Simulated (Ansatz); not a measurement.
## Mg, space group Fm-3m: a calculation of the elastic constants

Computed with Ansatz's Python interface.

The script, `elastic.py`:
```python
"""Stiffness tensor and moduli of Mg."""

import warnings

import ansatz
import numpy as np

warnings.simplefilter("ignore", ansatz.DeckWarning)

system = (
    ansatz.Lattice.of([0.0, 2.244256, 2.244256], [2.244256, 0.0, 2.244256], [2.244256, 2.244256, 0.0])
    .atom("Mg", [0.0, 0.0, 0.0])
)

calculation = (
    system.calculation()
    .mixing("anderson", ndim=6, beta=0.2)
    .functional(ansatz.Functional.PBESOL)
    .occupations("fermi_dirac", width=0.1)
    .scf(tolerance=1e-08)
    .eigensolver("auto", mixed_precision=False)
    .kpoints(17, 17, 17)
)
outcome = calculation.elastic("clamped-ion").run()
elastic = outcome.elastic

print(np.array2string(np.round(elastic.c_gpa, 1) + 0.0, suppress_small=True))
print("Voigt stress of the unstrained cell (GPa, tension positive):", np.round(elastic.sigma0_gpa, 3) + 0.0)
print("smallest eigenvalue of C:", round(elastic.stability.min_eigenvalue_gpa, 1), "GPa; stable:", elastic.stability.stable)
# averaged moduli need a positive definite tensor
if elastic.stability.min_eigenvalue_gpa > 0:
    m = elastic.moduli
    anisotropy = 5 * m.g_voigt_gpa / m.g_reuss_gpa + m.k_voigt_gpa / m.k_reuss_gpa - 6
    print(f"Voigt K {m.k_voigt_gpa:.1f} G {m.g_voigt_gpa:.1f}; Reuss K {m.k_reuss_gpa:.1f} G {m.g_reuss_gpa:.1f}; universal anisotropy index {anisotropy:.3f}")
```

```console
$ python elastic.py
[[48.1 31.5 31.5  0.   0.   0. ]
 [31.5 48.1 31.5  0.   0.   0. ]
 [31.5 31.5 48.1  0.   0.   0. ]
 [ 0.   0.   0.  24.6  0.   0. ]
 [ 0.   0.   0.   0.  24.6  0. ]
 [ 0.   0.   0.   0.   0.  24.6]]
Voigt stress of the unstrained cell (GPa, tension positive): [-0.183 -0.183 -0.183  0.     0.     0.   ]
smallest eigenvalue of C: 16.7 GPa; stable: True
Voigt K 37.0 G 18.1; Reuss K 37.0 G 13.8; universal anisotropy index 1.551
```

The settings weren't tested for convergence. The cell isn't relaxed first, so the values belong to this volume. A positive definite tensor excludes instabilities under uniform strain alone; phonons elsewhere in the zone can still be imaginary. The program warned that this SCF threshold is loose for forces or stresses. This isn't the structure that Mg takes at ambient conditions. Shear constants of a metal converge slowly with the k-point mesh and can be wrong in sign on a coarse one; the constants belong to the cell that was strained. The script silences the warnings on its input, which a real study should read. By the engine's processor time: 37 s on 1 thread of Intel(R) Xeon(R) Processor @ 2.30GHz, on a shared host, peak memory 0.69 GiB.

(A comment or docstring line of the script was reworded after the run, the code is as it ran.)
